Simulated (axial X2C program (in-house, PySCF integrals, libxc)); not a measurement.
# CuH: properties at the nuclei

Aim: properties at the nuclei of CuH, with spin–orbit coupling in the Hamiltonian from the start.

Program: an in-house X2C program for linear molecules on PySCF integrals. Level of theory: two-component X2C with atomic mean-field terms, Cu dyall-cv3z, H dyall-v3z. These are calculated values, not measurements.

### 1 Input

File task.json:

```json
{"zs": [29, 1], "q": 0, "bas": ["dyall-cv3z", "dyall-v3z"], "r0": 1.44, "levels": ["PBE0", "HF", "PBE", "PBE50", "B3LYP"], "nst": 3}
```

Keys: zs atomic numbers; q charge; bas basis sets; r0 starting distance in Å; levels methods (HF also brings MP2); nst determinants followed.

Started as:

```sh
> python soeom.py task.json out
```

The runs that follow: Expectation values, lowest determinant; Expectation values, a higher determinant.

Before running it: what results should come out? Wanted: lowest determinant; qzz Cu; qzz H; μ; higher determinant; Eeff magnitude; Ws magnitude Cu; A∥/gI Cu (for each run or level that gives them).

**Answer**, as computed:

| quantity | value |
| --- | --- |
| lowest determinant | Ω = 0 (closed shell) |
| qzz Cu (a.u.), PBE0 | 0.35 |
| qzz H (a.u.), PBE0 | 0.12 |
| μ (D), PBE0 | -2.64 |
| higher determinant | Ω = 1 (excess of +ω over −ω: 2 × ω = 1/2) |
| Eeff magnitude (GV/cm), PBE0, higher determinant | 0.972 |
| Ws magnitude Cu (kHz), PBE0, higher determinant | 0.479 |
| A∥/gI Cu (MHz), PBE0, higher determinant | 1820 |
| qzz Cu (a.u.), PBE0, higher determinant | 0.47 |

In words: The expectation values come from single determinants, which for open shells can mix terms of unlike spin or miss the lowest Ω, so a determinant need not be a state. Eeff is the effective electric field on the electron dipole moment in this Ω state and Ws the scalar–pseudoscalar constant (defined with the proton number Z and per Ω); A∥ is the parallel hyperfine constant, which follows by multiplying with the nuclear g factor gI = μI/(I μN); qzz is the electric field gradient, eQq0 = 234.96 MHz × Q/barn × qzz; μ is positive if H is the positive end. The operators were transformed with the bare-nucleus X2C matrices.
